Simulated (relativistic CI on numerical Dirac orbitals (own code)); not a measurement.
# Mn⁺: one ion under different settings

Aim: see what numerical and physical settings do to the SCF, the total energy and the lowest levels of Mn⁺.

The numbers are computed with relativistic CI on numerical Dirac orbitals (own code) version 3 (Dirac-Coulomb-Breit CI, KLI orbitals optimised for each configuration, model QED (radiative potential, 1s self-energy scaled to tabulated hydrogen-like ionisation energies), numerical settings as typed), except any that are marked as measured or tabulated.

## (1) Starting point

| Quantity | Value |
| --- | --- |
| ion | Mn⁺ (Mn II) |
| nuclear charge | 25 |
| electrons | 24 |
| isotope | A = 55 |

## (2) The usual input

The run's settings:

```ini
atom Mn  Z=25  charge=1  electrons=24
nucleus A=55  rms_radius_fm=3.7057
hamiltonian dirac-coulomb  breit=on  qed=on  c_scale=1
orbitals kli  potential=per-configuration
slater_scale 1
correlation none
mixing on
grid step=0.0125 r_max=74.5
scf mixing=0.4 start=green max_iterations=150 tolerance=2e-08 node_fill=0.05
configurations
  [Ar] 3d5 4s
  [Ar] 3d6
end
```

The run is started by

```console
> python run_levels.py task.json out
```

task.json lists these runs, among others, and the program works through them in turn.

## (3) Iteration limit 20

Settings: those of step 2 with these lines changed.

```diff
@@ -8,3 +8,3 @@
 grid step=0.0125 r_max=74.5
-scf mixing=0.4 start=green max_iterations=150 tolerance=2e-08 node_fill=0.05
+scf mixing=0.4 start=green max_iterations=20 tolerance=2e-08 node_fill=0.05
 configurations
```

## (4) Slater scale 0.5, start potential previous, grid step 0.04

The run's settings:

```ini
atom Mn  Z=25  charge=1  electrons=24
nucleus A=55  rms_radius_fm=3.7057
hamiltonian dirac-coulomb  breit=on  qed=on  c_scale=1
orbitals kli  potential=per-configuration
slater_scale 0.5
correlation none
mixing on
grid step=0.04 r_max=74.5
scf mixing=0.4 start=previous max_iterations=150 tolerance=2e-08 node_fill=0.05
configurations
  [Ar] 3d5 4s
  [Ar] 3d6
end
```

## (5) End of the grid 223.5, potential mixing 0.9

The run's settings:

```ini
atom Mn  Z=25  charge=1  electrons=24
nucleus A=55  rms_radius_fm=3.7057
hamiltonian dirac-coulomb  breit=on  qed=on  c_scale=1
orbitals kli  potential=per-configuration
slater_scale 1
correlation none
mixing on
grid step=0.0125 r_max=223.5
scf mixing=0.9 start=green max_iterations=150 tolerance=2e-08 node_fill=0.05
configurations
  [Ar] 3d5 4s
  [Ar] 3d6
end
```

## (6) Potential mixing 0.9

Settings: those of step 5 with these lines changed.

```diff
@@ -7,3 +7,3 @@
 mixing on
-grid step=0.0125 r_max=223.5
+grid step=0.0125 r_max=74.5
 scf mixing=0.9 start=green max_iterations=150 tolerance=2e-08 node_fill=0.05
```

## (7) Speed-of-light factor 0.2

The run's settings:

```ini
atom Mn  Z=25  charge=1  electrons=24
nucleus A=55  rms_radius_fm=3.7057
hamiltonian dirac-coulomb  breit=on  qed=on  c_scale=0.2
orbitals kli  potential=per-configuration
slater_scale 1
correlation none
mixing on
grid step=0.0125 r_max=74.5
scf mixing=0.4 start=green max_iterations=79 tolerance=2e-08 node_fill=0.05
configurations
  [Ar] 3d5 4s
  [Ar] 3d6
end
```

## (8) Nuclear radius 3705.7

The run's settings:

```ini
atom Mn  Z=25  charge=1  electrons=24
nucleus A=55  rms_radius_fm=3705.7000
hamiltonian dirac-coulomb  breit=on  qed=on  c_scale=1
orbitals kli  potential=per-configuration
slater_scale 1
correlation none
mixing on
grid step=0.0125 r_max=74.5
scf mixing=0.4 start=green max_iterations=90 tolerance=2e-08 node_fill=0.05
configurations
  [Ar] 3d5 4s
  [Ar] 3d6
end
```

(Steps that only read results are left out.)

**Question.** What will these runs give? Wanted: lowest level, usual settings; total energy; first excitation.

The runs gave:

| setting | total energy less usual (Ha) | largest shift of a level among the lowest eight of both runs, same label and place (cm⁻¹) | SCF iterations | time | lowest level | kind of change |
| --- | --- | --- | --- | --- | --- | --- |
| usual | 0 | 0 | 22 | 0.077 s | 3d5 4s 7S3 | - |
| iteration limit 20 | 0 | 0 | 22 | 0.077 s | 3d5 4s 7S3 | numerical |
| Slater scale 0.5, start potential previous, grid step 0.04 | 0.13 | 16300 | 23 | 0.036 s | 3d5 4s 7S3 | model term |
| end of the grid 223.5, potential mixing 0.9 | 0 | 0 | 25 | 0.084 s | 3d5 4s 7S3 | numerical |
| potential mixing 0.9 | 0 | 0 | 25 | 0.083 s | 3d5 4s 7S3 | numerical |
| speed-of-light factor 0.2 | -332 | 1830 | 25 | 0.081 s | 3d5 4s 7S3 | unsound |
| nuclear radius 3705.7 | 316 | 55100 | 23 | 0.077 s | 3d6 5D4 | unsound |

```
                    quantity          value
lowest level, usual settings     3d5 4s 7S3
                total energy  -1156.6415 Ha
            first excitation   14126.1 cm⁻¹
```

The lowest level changes under «nuclear radius 3705.7». Among the runs whose levels can be followed, they move most under «nuclear radius 3705.7» (unsound), by up to 55100 cm⁻¹. No visible change in the result comes from «iteration limit 20» or «end of the grid 223.5, potential mixing 0.9» or «potential mixing 0.9». Only the listed configurations are in the model. Near neutrality, missing correlation can shift configurations against each other by thousands of cm⁻¹.
